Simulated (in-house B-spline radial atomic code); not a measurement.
# Excitations of Ne as exact exchange is dialled in

Aim: follow the lowest excitations, the threshold and the polarisability of Ne as the share of exact exchange in a PBE hybrid goes from none to all.

Method: linear response of a closed shell, each method with its own adiabatic kernel; non-relativistic; B-spline basis; no spin-orbit coupling, no double excitations; only terms of natural parity, (−1)^L, with L up to 3 are computed. Code: in-house B-spline radial atomic code version 1.

### 1 What is computed

| Item | Value |
| --- | --- |
| element | neon (Z = 10) |
| charge | 0 |
| configuration | [He] 2s2 2p6 |
| runs | 0 % exact exchange; 10 % exact exchange; 20 % exact exchange; 30 % exact exchange; 40 % exact exchange; 50 % exact exchange; 60 % exact exchange; 70 % exact exchange; 80 % exact exchange; 90 % exact exchange; 100 % exact exchange |

The outer shells:

Ne
```
[He] core
2s [↑↓]
2p [↑↓][↑↓][↑↓]
```

### 2 0 % exact exchange

The run's settings:

```ini
Z = 10
electrons = 10.0
configuration = [He] 2s2 2p6
hamiltonian = nr
method = pbeh
box_radius = 75.0
exact_exchange_fraction = 0.0
intervals = 55
```

Launch:

```sh
$ python run_td.py task.json out
```

One command runs all members of the session, one after another, from task.json.

### 3 10 % exact exchange

Changes to the settings of step 2:

```diff
@@ -6,3 +6,3 @@
 box_radius = 75.0
-exact_exchange_fraction = 0.0
+exact_exchange_fraction = 0.1
 intervals = 55
```

### 4 20 % exact exchange

Changes to the settings of step 3:

```diff
@@ -6,3 +6,3 @@
 box_radius = 75.0
-exact_exchange_fraction = 0.1
+exact_exchange_fraction = 0.2
 intervals = 55
```

### 5 30 % exact exchange

Changes to the settings of step 4:

```diff
@@ -6,3 +6,3 @@
 box_radius = 75.0
-exact_exchange_fraction = 0.2
+exact_exchange_fraction = 0.3
 intervals = 55
```

### 6 40 % exact exchange

Changes to the settings of step 5:

```diff
@@ -6,3 +6,3 @@
 box_radius = 75.0
-exact_exchange_fraction = 0.3
+exact_exchange_fraction = 0.4
 intervals = 55
```

### 7 50 % exact exchange

Changes to the settings of step 6:

```diff
@@ -6,3 +6,3 @@
 box_radius = 75.0
-exact_exchange_fraction = 0.4
+exact_exchange_fraction = 0.5
 intervals = 55
```

### 8 60 % exact exchange

Changes to the settings of step 7:

```diff
@@ -6,3 +6,3 @@
 box_radius = 75.0
-exact_exchange_fraction = 0.5
+exact_exchange_fraction = 0.6
 intervals = 55
```

### 9 70 % exact exchange

Changes to the settings of step 8:

```diff
@@ -6,3 +6,3 @@
 box_radius = 75.0
-exact_exchange_fraction = 0.6
+exact_exchange_fraction = 0.7
 intervals = 55
```

### 10 80 % exact exchange

Changes to the settings of step 9:

```diff
@@ -6,3 +6,3 @@
 box_radius = 75.0
-exact_exchange_fraction = 0.7
+exact_exchange_fraction = 0.8
 intervals = 55
```

### 11 90 % exact exchange

Changes to the settings of step 10:

```diff
@@ -6,3 +6,3 @@
 box_radius = 75.0
-exact_exchange_fraction = 0.8
+exact_exchange_fraction = 0.9
 intervals = 55
```

### 12 100 % exact exchange

Changes to the settings of step 11:

```diff
@@ -6,3 +6,3 @@
 box_radius = 75.0
-exact_exchange_fraction = 0.9
+exact_exchange_fraction = 1.0
 intervals = 55
```

Q: Predict the outcome of this session. Wanted: for each run, threshold; 2p→3s ¹P; 2p→3s ³P, Tamm-Dancoff; α; C6.

**Answer**, as computed:

| run | threshold (eV) | 2p→3s ¹P (eV) | 2p→3s ³P, Tamm-Dancoff (eV) | α (bohr³) | C6 (hartree bohr⁶) | time |
| --- | --- | --- | --- | --- | --- | --- |
| 0 % exact exchange | 13.347 | - | - | 3.075 | 7.435 | 0.1 s |
| 10 % exact exchange | 14.401 | 13.892 | 13.775 | 2.963 | 7.128 | 0.2 s |
| 20 % exact exchange | 15.462 | 14.538 | 14.398 | 2.861 | 6.847 | 0.2 s |
| 30 % exact exchange | 16.532 | 15.169 | 15.006 | 2.767 | 6.590 | 0.2 s |
| 40 % exact exchange | 17.610 | 15.787 | 15.604 | 2.681 | 6.354 | 0.2 s |
| 50 % exact exchange | 18.695 | 16.396 | 16.192 | 2.601 | 6.136 | 0.2 s |
| 60 % exact exchange | 19.787 | 16.997 | 16.773 | 2.527 | 5.935 | 0.2 s |
| 70 % exact exchange | 20.887 | 17.591 | 17.346 | 2.459 | 5.747 | 0.2 s |
| 80 % exact exchange | 21.992 | 18.178 | 17.913 | 2.395 | 5.573 | 0.2 s |
| 90 % exact exchange | 23.104 | 18.759 | 18.474 | 2.335 | 5.410 | 0.2 s |
| 100 % exact exchange | 24.222 | 19.334 | 19.029 | 2.279 | 5.257 | 0.2 s |
| measured or tabulated | - | - | - | 2.6611 | 6.2 | - |

What this shows: From 0 % exact exchange to 100 % exact exchange the threshold goes from 13.35 to 24.22 eV and α from 3.08 to 2.28 bohr³. 2p→3s ¹P moves from 13.89 eV (10 % exact exchange) to 19.33 eV (100 % exact exchange). 2p→3s ³P moves from 13.78 eV (10 % exact exchange) to 19.03 eV (100 % exact exchange). Exact exchange removes self-interaction, which deepens the highest level. The tabulated α is from Schwerdtfeger and Nagle, table of static dipole polarizabilities (2023 update). The tabulated C6 is from Chu and Dalgarno (2004); Tang, Norbeck and Certain (1976).
